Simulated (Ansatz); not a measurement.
Ge2Sb2Te5:

```
Te Sb Ge
1.0
     4.29406    0.00000    0.00000
    -2.14703    3.71877    0.00000
     0.00000    0.00000   17.10135
Te Sb Ge
5 2 2
Direct
  0.66667 0.33333 0.41989
  0.33333 0.66667 0.58011
  0.33333 0.66667 0.20154
  0.66667 0.33333 0.79846
  0.00000 0.00000 0.00000
  0.00000 0.00000 0.32007
  0.00000 0.00000 0.67993
  0.66667 0.33333 0.10290
  0.33333 0.66667 0.89711
```

The cell comes from a database or a generator and needn't be the stable form of this composition.

```yaml
Program: Ansatz 0.2.0
Task: relaxation of cell and atoms
Functional: BLYP
Dispersion: D4
Potentials_or_basis: Ansatz PAW
Cutoff: "420 eV (not typed: the program's choice for these potentials)"
k_mesh: 7 × 7 × 2
Occupations: fermi-dirac, width 0.05 eV
Spin: no spin polarisation
```

At the start: volume 30.34 Å³/atom.

Task: Where does the relaxation end?

Result: It ends after 5 steps and the volume is 31.06 Å³/atom (+2.4 %); space group P-3m1 (No. 164, to 0.05 Å).

The path:
| step | energy change (eV) | largest force (eV/Å) | volume (Å³) |
| --- | --- | --- | --- |
| 1 | 0.0000 | 0.1921 | 273.09 |
| 2 | -0.1607 | 0.0710 | 279.78 |
| 3 | -0.1613 | 0.0357 | 280.23 |
| 4 | -0.1618 | 0.0057 | 279.55 |
| 5 | -0.1630 | 0.0056 | 279.55 |

Final structure:
```
Te Sb Ge
1.0
     4.33791    0.00000    0.00000
    -2.16896    3.75674    0.00000
     0.00000    0.00000   17.15382
Te Sb Ge
5 2 2
Direct
  0.66667 0.33333 0.42236
  0.33333 0.66667 0.57764
  0.33333 0.66667 0.20774
  0.66667 0.33333 0.79226
  0.00000 0.00000 0.00000
  0.00000 0.00000 0.32364
  0.00000 0.00000 0.67636
  0.66667 0.33333 0.10482
  0.33333 0.66667 0.89518
```

Caveat: the plane-wave basis is chosen anew once the cell has moved, so the energies of steps on either side of that aren't comparable; the PAW data sets come from PBE, with cores solved anew for the run's functional, which leaves a small shift of forces and pressure.
